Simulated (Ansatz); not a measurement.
**C2H8AlNO2: one species, many methods**

An exercise on one series of results from a longer session: the logs are not shown, and one member is left open.

Method: functionals in def2-TZVPP, the program's frozen cores in correlated methods; program: Ansatz 0.2.0, Gaussian basis.

Plan: LDA (SPW92), PBE-D4, revPBE-D4, BLYP-D4, r2SCAN-D4, B97M-V, PBE0-D4, B3LYP-D4, r2SCANh-D4, r2SCAN0-D4, HSE06-D4, BHLYP-D4, CAM-B3LYP-D4, LC-ωPBE, ωB97X-V, ωB97M-V, B2PLYP, PBE-QIDH; CCSD(T)/def2-SVP; CCSD(T)/def2-TZVPP; MP2/def2-QZVPP; extrapolation to the limit; RPA on PBE.

### Structure used throughout

All runs share one geometry, relaxed beforehand with PBE0-D4 in a triple-zeta def2 set.

SMILES `C[N](C)[Al]([OH])[OH]`, 14 atoms, charge 0, spin multiplicity 1.

Atoms are counted from 1 here; the program's logs count them from 0.

Bond lengths: C1–N2 1.440 Å, C1–H7 1.093 Å, C1–H8 1.100 Å, C1–H9 1.100 Å, N2–C3 1.444 Å, N2–Al4 1.765 Å, C3–H10 1.092 Å, C3–H11 1.100 Å, C3–H12 1.100 Å, Al4–O5 1.695 Å, Al4–O6 1.693 Å, O5–H13 0.954 Å, O6–H14 0.955 Å. Angles: N2–C1–H7 111.1°, N2–C1–H8 111.8°, N2–C1–H9 111.8°, H7–C1–H8 107.4°, H7–C1–H9 107.4°, H8–C1–H9 107.1°, C1–N2–C3 112.6°, C1–N2–Al4 124.8°, C3–N2–Al4 122.7°, N2–C3–H10 110.7°, N2–C3–H11 111.5°, N2–C3–H12 111.5°, H10–C3–H11 107.9°, H10–C3–H12 107.9°, H11–C3–H12 107.1°, N2–Al4–O5 124.0°, N2–Al4–O6 117.1°, O5–Al4–O6 118.9° and more.

As a file:

```mol
C2H8AlNO2
  3D, bonds by distance, orders not assigned

 14 13  0  0  0  0  0  0  0  0999 V2000
   -1.6363   -0.0446    0.2410 C   0  0
   -0.2690   -0.1619   -0.1943 N   0  0
   -0.1384   -0.9308   -1.4095 C   0  0
    1.1176    0.5432    0.6404 Al  0  0
    1.0034    1.4574    2.0626 O   0  0
    2.6449    0.2760   -0.0404 O   0  0
   -1.7082    0.5395    1.1625 H   0  0
   -2.2643    0.4523   -0.5133 H   0  0
   -2.0874   -1.0283    0.4393 H   0  0
    0.9084   -1.0012   -1.7112 H   0  0
   -0.5225   -1.9537   -1.2833 H   0  0
   -0.6985   -0.4740   -2.2386 H   0  0
    0.1950    1.6710    2.5218 H   0  0
    3.4423    0.6260    0.3518 H   0  0
  1  2  8  0
  2  3  8  0
  2  4  8  0
  4  5  8  0
  4  6  8  0
  1  7  8  0
  1  8  8  0
  1  9  8  0
  3 10  8  0
  3 11  8  0
  3 12  8  0
  5 13  8  0
  6 14  8  0
M  END
```

Set-up of the first run:

Input file in.yaml:

```yaml
crystal:
  periodic: [false, false, false]
  atoms:
    - {symbol: C, position_ang: [-1.636303, -0.044645, 0.241040]}
    - {symbol: N, position_ang: [-0.268990, -0.161900, -0.194350]}
    - {symbol: C, position_ang: [-0.138405, -0.930823, -1.409463]}
    - {symbol: Al, position_ang: [1.117557, 0.543172, 0.640393]}
    - {symbol: O, position_ang: [1.003375, 1.457425, 2.062589]}
    - {symbol: O, position_ang: [2.644888, 0.276012, -0.040398]}
    - {symbol: H, position_ang: [-1.708175, 0.539464, 1.162532]}
    - {symbol: H, position_ang: [-2.264254, 0.452284, -0.513320]}
    - {symbol: H, position_ang: [-2.087421, -1.028252, 0.439347]}
    - {symbol: H, position_ang: [0.908418, -1.001224, -1.711202]}
    - {symbol: H, position_ang: [-0.522523, -1.953731, -1.283316]}
    - {symbol: H, position_ang: [-0.698476, -0.474023, -2.238614]}
    - {symbol: H, position_ang: [0.195034, 1.671012, 2.521762]}
    - {symbol: H, position_ang: [3.442273, 0.626031, 0.351800]}
basis:
  gaussian: {orbitals: def2-TZVPP}
hamiltonian: {xc: lda}
output: {orbitals: {seedname: orbitals}}
```

Launch:

```
$ ansatz run in.yaml --threads 4 --pin off --events-out ev --progress --plain --max-ram 11315MiB
```

Among the steps run: LDA; PBE-D4 (GGA); revPBE-D4 (GGA); BLYP-D4 (GGA); r2SCAN-D4 (meta-GGA); B97M-V (meta-GGA); PBE0-D4 (hybrid); B3LYP-D4 (hybrid); r2SCANh-D4 (hybrid); r2SCAN0-D4 (hybrid); HSE06-D4 (hybrid); BHLYP-D4 (hybrid); CAM-B3LYP-D4 (range-separated); LC-ωPBE (range-separated); ωB97X-V (range-separated); ωB97M-V (range-separated); B2PLYP (double hybrid); PBE-QIDH (double hybrid).

One of the session's tables, all rows but one given; the rest of the session is left out.

It belongs to the step «Orbital energies across the functionals». 

```
  functional  HOMO (eV)  gap (eV)
 LDA (SPW92)      -5.09      3.87
      PBE-D4      -4.97      3.97
   revPBE-D4      -4.91      4.05
     BLYP-D4      -4.86      3.89
   r2SCAN-D4      -5.19      4.69
      B97M-V      -5.31      4.45
     PBE0-D4      -6.27      6.13
    B3LYP-D4          ?         ?
  r2SCANh-D4      -5.68      5.45
  r2SCAN0-D4      -6.43      6.59
    HSE06-D4      -5.86      5.36
    BHLYP-D4      -7.51      8.08
CAM-B3LYP-D4      -7.65      8.35
     LC-ωPBE      -8.99     11.01
     ωB97X-V      -8.66     10.43
     ωB97M-V      -8.57      9.99
```

Estimate the missing values for B3LYP-D4.

Worked estimate for «HOMO (eV)». Against the share of exact exchange, BLYP-D4 (0, -4.86), BHLYP-D4 (0.5, -7.51) give a slope of -5.30 per unit share; at 0.2 the line stands at -5.92.

As computed: HOMO (eV): -6.06; gap (eV): 5.60. In «HOMO (eV)» the line misses by +0.14.
